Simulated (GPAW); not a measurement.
Crystal: ScNbN.

```
Nb Sc N
1.0
     3.11097    0.00000    0.00000
    -1.55549    2.69418    0.00000
     0.00000    0.00000   10.35715
Nb Sc N
2 2 2
Direct
  0.33333 0.66667 0.24743
  0.66667 0.33333 0.75257
  0.00000 0.00000 0.00000
  0.00000 0.00000 0.50000
  0.33333 0.66667 0.62781
  0.66667 0.33333 0.37219
```

The cell comes from a database or a generator and needn't be the stable form of this composition.

Base run:

- Program: GPAW 26.7.0
- Functional: r2SCAN
- Potentials or basis: GPAW PAW data sets (gpaw-data 1.2.1)
- Cutoff: 800 eV
- Basis: pw
- k mesh: 7 × 7 × 2
- Occupations: fermi-dirac, width 0.05 eV
- Spin: no spin polarisation

Its results: pressure -3.4 GPa; largest force 0.170 eV/Å.

Question: After a change of settings the same cell gave: pressure -13.2 GPa; largest force 0.754 eV/Å. Which change was it?
A. functional from r2SCAN to PBE
B. functional from r2SCAN to LDA; potentials or basis from GPAW PAW data sets (gpaw-data 1.2.1) to the program's PAW data sets (release 1.2.1) made for this functional
C. functional from r2SCAN to PBE; cutoff from 800 eV to 600 eV; k mesh from 7 × 7 × 2 to 8 × 8 × 2
D. functional from r2SCAN to PBEsol; potentials or basis from GPAW PAW data sets (gpaw-data 1.2.1) to PAW data sets generated in the run's folder for this functional

Answer: B.

Caveats: the PAW data sets were made with another functional, which shifts forces and pressure a little (some runs).

Not every run made on this cell is shown here.
